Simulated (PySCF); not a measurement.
**AgC: a composite coupled-cluster curve**

An exercise on one series of results from a longer session: the logs are not shown, and one member is left open.

The runs use PySCF 2.14.0; CCSD(T) on ROHF, scalar-relativistic core potentials.

The first run:

- molecule: AgC
- state: quartet, unpaired electrons σ ↑, π ↑↑
- smaller basis: Ag aug-cc-pVDZ-PP with ECP28, C aug-cc-pVDZ
- larger basis: Ag aug-cc-pVTZ-PP with ECP28, C aug-cc-pVTZ
- frozen core orbitals: 5
- extrapolation: correlation as n⁻³ (n = 2, 3), Hartree–Fock as (n+1)·exp(−9√n)
- corrections: none
- distances (Å): 1.7779, 1.8587, 1.9395, 2.0204, 2.1012, 2.2022, 2.3032
- masses (u): 106.9051, 12.0000
- dissociation limit: Ag + C

Run with:

```sh
$ OMP_NUM_THREADS=4 python comp.py task.json out
```

One of the session's tables, all rows but one given; the rest of the session is left out.

It belongs to the step «Constants step by step». 

```
                   level  Re (Å)  ωe (cm⁻¹)  ωexe (cm⁻¹)  αe (cm⁻¹)  De (eV)
CCSD(T)/aug-cc-pVDZ(-PP)       ?          ?            ?          ?        ?
CCSD(T)/aug-cc-pVTZ(-PP)  2.0349      482.5         3.51    0.00369    1.517
                  HF/CBS  2.1590      455.9         3.03    0.00300    0.960
                 MP2/CBS  2.0042      510.0         3.39    0.00333    1.593
                CCSD/CBS  2.0476      478.9         3.38    0.00351    1.432
             CCSD(T)/CBS  2.0279      485.7         3.40    0.00365    1.557
```

Estimate the missing values for CCSD(T)/aug-cc-pVDZ(-PP).

As computed: Re (Å): 2.0563; ωe (cm⁻¹): 473.7; ωexe (cm⁻¹): 3.84; αe (cm⁻¹): 0.00389; De (eV): 1.409. In the column «Re (Å)» it lies between CCSD/CBS (2.0476) and HF/CBS (2.1590).

The outer-core shells of Ag are frozen, which can move the bond length by hundredths of an ångström. An extrapolation from double and triple zeta is rough, so this isn't yet the limit.
